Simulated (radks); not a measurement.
**H⁻ held by a Watson sphere**

Aim: the size and levels of H⁻ inside a shell of charge +1 and radius R, which stands for the Madelung well of a crystal, for several R.

The numbers are computed with radks (a radial shooting solver on a logarithmic mesh, Libxc functionals) version 1 (non-relativistic Kohn-Sham, LB94 model potential, spin-polarised, spherical densities, point nucleus), except any that are marked as measured or tabulated.

### 1 The system

- element: hydrogen (Z = 1)
- charge: -1
- electrons: 2
- configuration: [He]

Outer shells as boxes (Hund's rule):

H⁻
```
1s [↑↓]
```

LB94 adds a gradient term to the LDA potential that gives it a −1/r tail. It is a model potential with no energy functional, so Etot and Exc are not given.

### 2 R = 2.54 bohr

The run's settings:

```text
Z 1
configuration [He]
relativity non-relativistic
functional lda,pw
model_potential LB94
spin polarised
nucleus point
watson charge 1 radius 2.54 bohr
response adiabatic LDA kernel
```

### 3 R = 2.7 bohr

Changes since step 2:

```diff
@@ -7,3 +7,3 @@
 nucleus point
-watson charge 1 radius 2.54 bohr
+watson charge 1 radius 2.7 bohr
 response adiabatic LDA kernel
```

### 4 R = 3.09 bohr

Changes since step 3:

```diff
@@ -7,3 +7,3 @@
 nucleus point
-watson charge 1 radius 2.7 bohr
+watson charge 1 radius 3.09 bohr
 response adiabatic LDA kernel
```

### 5 R = 3.28 bohr

Changes since step 4:

```diff
@@ -7,3 +7,3 @@
 nucleus point
-watson charge 1 radius 3.09 bohr
+watson charge 1 radius 3.28 bohr
 response adiabatic LDA kernel
```

What does the calculation give? Wanted: for each run, R; highest level; its <r>; sum of <r²>; α.

**Answer**, as computed:

```csv
R (bohr),highest level (eV),its <r> (bohr),sum of <r²> (bohr²),α (bohr³)
2.54,-9.421,1.939,10.05,20.49
2.7,-9.087,1.974,10.45,22.34
3.09,-8.367,2.048,11.36,26.96
3.28,-8.056,2.078,11.77,29.24
```

In words: From R = 2.54 to 3.28 bohr the top level moves from -9.421 to -8.056 eV and its mean radius from 1.94 to 2.08 bohr. A wider sphere makes a shallower well, so the ion swells. The polarisability goes from 20.5 to 29.2 bohr³. Response by self-consistent Sternheimer equations with the Hartree and adiabatic LDA kernel. The sphere does not respond.
